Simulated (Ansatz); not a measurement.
# NbAl2F3: the cost of one run

Program: Ansatz 0.2.0. Level of theory: DFT PBE, scalar-relativistic, plane waves, PAW. These are calculated values, not measurements.

1 further run of the same task is left out (set aside as unsound or not needed).

## (1) The system as given

Symmetry: P-6m2, No. 187, hexagonal system. The conventional cell has a = 4.307 Å, b = 4.307 Å, c = 5.531 Å, α = 90.00°, β = 90.00°, γ = 120.00°. Al (site symmetry -6m2) is surrounded by 2 F at 1.95 Å. Around Al (site symmetry -6m2) lie 3 Al at 2.49 Å and 2 Nb at 2.77 Å. Nb (site symmetry -6m2) has 9 F at 2.49 to 2.62 Å and 2 Al at 2.77 Å in its first shell of neighbours. F (site symmetry 3m) has 1 F at 1.64 Å and 1 Al at 1.95 Å in its first shell of neighbours. Around F (site symmetry -6m2) lie 3 Nb at 2.49 Å.

Structure file:

```
Al Nb F
1.0
     4.30722    0.00000    0.00000
    -2.15361    3.73016    0.00000
     0.00000    0.00000    5.53126
Al Nb F
2 1 3
Cartesian
  0.0000 2.4868 2.7656
  0.0000 0.0000 2.7656
  0.0000 0.0000 0.0000
  0.0000 2.4868 0.8196
  0.0000 2.4868 4.7117
  2.1536 1.2434 0.0000
```

Recipe of the guess: random cell by space group and Wyckoff sites (P-6m2, No. 187). The dimensions are guesses.

## (2) A first look at the guess

The input, input.yaml:

```yaml
crystal:
  lattice:
    - [4.30721892, 0.0, 0.0]
    - [-2.15360946, 3.73016101, 0.0]
    - [0.0, 0.0, 5.53125611]
  atoms:
    - { symbol: Al, position: [0.33333333, 0.66666667, 0.5] }
    - { symbol: Al, position: [0.0, 0.0, 0.5] }
    - { symbol: Nb, position: [0.0, 0.0, 0.0] }
    - { symbol: F, position: [0.33333333, 0.66666667, 0.14817377] }
    - { symbol: F, position: [0.33333333, 0.66666667, 0.85182623] }
    - { symbol: F, position: [0.66666667, 0.33333333, 0.0] }
basis:
  ecutwfc: 420
kpoints:
  mp_grid: { grid: [6, 6, 4] }
hamiltonian:
  xc: pbe
scf:
  occupations: { method: gaussian, width: 0.1 }
  lower_state_search: "off"
output:
  forces: true
  stress: true
  eigenvalues: true
```

Command:

```
$ ansatz run input.yaml --threads 1 --pin off --max-ram 2560MiB --backend cpu --events-out ev --progress --plain --runs-dir out
```

**Question.** How long does this run take on 1 thread of Arm Neoverse V1, shared host, and how much memory does it need?

About 4.8 s, with a peak of 0.32 GiB.
